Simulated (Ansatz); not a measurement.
# Hf2SnS3: the cost of one run

Computed with Ansatz 0.2.0 (DFT PBE, scalar-relativistic, plane waves, PAW, unless a step's input says otherwise).

### Step 1. Starting point

The structure is hexagonal, space group P-6m2 (No. 187). The conventional cell has a = 4.285 Å, b = 4.285 Å, c = 8.459 Å, α = 90.00°, β = 90.00°, γ = 120.00°. Around Hf (site symmetry 3m) lie 9 S at 3.24 to 3.27 Å and 3 Sn at 3.27 Å. Sn (site symmetry -6m2) is surrounded by 3 S at 2.47 Å. S (site symmetry -6m2) is surrounded by 3 S at 2.47 Å and 6 Hf at 3.24 Å. Around S (site symmetry -6m2) lie 3 Sn at 2.47 Å and 6 Hf at 3.27 Å.

As a file:

```
CELL_PARAMETERS angstrom
4.28522 0.00000 0.00000
-2.14261 3.71111 0.00000
0.00000 0.00000 8.45914
ATOMIC_POSITIONS crystal
Hf 0.33333 0.66667 0.75201
Hf 0.33333 0.66667 0.24799
Sn 0.66667 0.33333 0.50000
S 0.66667 0.33333 0.00000
S 0.00000 0.00000 0.50000
S 0.00000 0.00000 0.00000
```

Recipe of the guess: species swapped into a database cell of Ce2CuSi3 (P-6m2, No. 187), with Hf on the Ce sites, S on the Si sites and Sn on the Cu sites. The dimensions are guesses.

### Step 2. The guess as it stands, on a coarse mesh

input.yaml

```yaml
crystal:
  lattice:
    - [4.28522472, 0.0, 0.0]
    - [-2.14261236, 3.71111347, 0.0]
    - [0.0, 0.0, 8.45913734]
  atoms:
    - { symbol: Hf, position: [0.33333333, 0.66666667, 0.75200784] }
    - { symbol: Hf, position: [0.33333333, 0.66666667, 0.24799216] }
    - { symbol: Sn, position: [0.66666667, 0.33333333, 0.5] }
    - { symbol: S, position: [0.66666667, 0.33333333, 0.0] }
    - { symbol: S, position: [0.0, 0.0, 0.5] }
    - { symbol: S, position: [0.0, 0.0, 0.0] }
basis:
  ecutwfc: 420
kpoints:
  mp_grid: { grid: [6, 6, 2] }
hamiltonian:
  xc: pbe
scf:
  occupations: { method: gaussian, width: 0.1 }
  lower_state_search: "off"
output:
  forces: true
  stress: true
  eigenvalues: true
```

The run is started by

```bash
> ansatz run input.yaml --threads 1 --pin off --max-ram 2560MiB --backend cpu --events-out ev --progress --plain --runs-dir out
```

**Question.** How long does this run take on 1 thread of Arm Neoverse V1, shared host, and how much memory does it need?

About 9.4 s, with a peak of 0.39 GiB.
